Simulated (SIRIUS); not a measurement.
Crystal: GaGe.

```xyz
2
Lattice="0.0000 2.8978 2.8978 2.8978 0.0000 2.8978 2.8978 2.8978 0.0000" Properties=species:S:1:pos:R:3 pbc="T T T"
Ge    0.0000    0.0000    0.0000
Ga    1.4489    1.4489    1.4489
```

The cell comes from a database or a generator and needn't be the stable form of this composition.

Base run:

```yaml
Program: SIRIUS 7.12.0
Functional: PBEsol
Potentials_or_basis: PseudoDojo 0.4.1 PBE standard (scalar relativistic)
Cutoff: 1102 eV
Density_cutoff: 4408 eV
k_mesh: 7 × 7 × 7
Occupations: fermi-dirac, width 0.05 eV
Spin: no spin polarisation
```

Its results: band gap on the k mesh none (metal or under the smearing width); pressure -2.3 GPa.

After a change of settings the same cell gave: band gap on the k mesh none (metal or under the smearing width); pressure -4.7 GPa. Which change was it?
A. functional from PBEsol to PW91; libxc names from ["XC_GGA_X_PBE_SOL", "XC_GGA_C_PBE_SOL"] to ["XC_GGA_X_PW91", "XC_GGA_C_PW91"]
B. functional from PBEsol to revPBE; libxc names from ["XC_GGA_X_PBE_SOL", "XC_GGA_C_PBE_SOL"] to ["XC_GGA_X_PBE_R", "XC_GGA_C_PBE"]
C. functional from PBEsol to PBE; libxc names from ["XC_GGA_X_PBE_SOL", "XC_GGA_C_PBE_SOL"] to ["XC_GGA_X_PBE", "XC_GGA_C_PBE"]
D. functional from PBEsol to LDA; libxc names from ["XC_GGA_X_PBE_SOL", "XC_GGA_C_PBE_SOL"] to ["XC_LDA_X", "XC_LDA_C_PW"]

D.

Caveats: the potentials were made for another functional, which shifts forces and pressure.
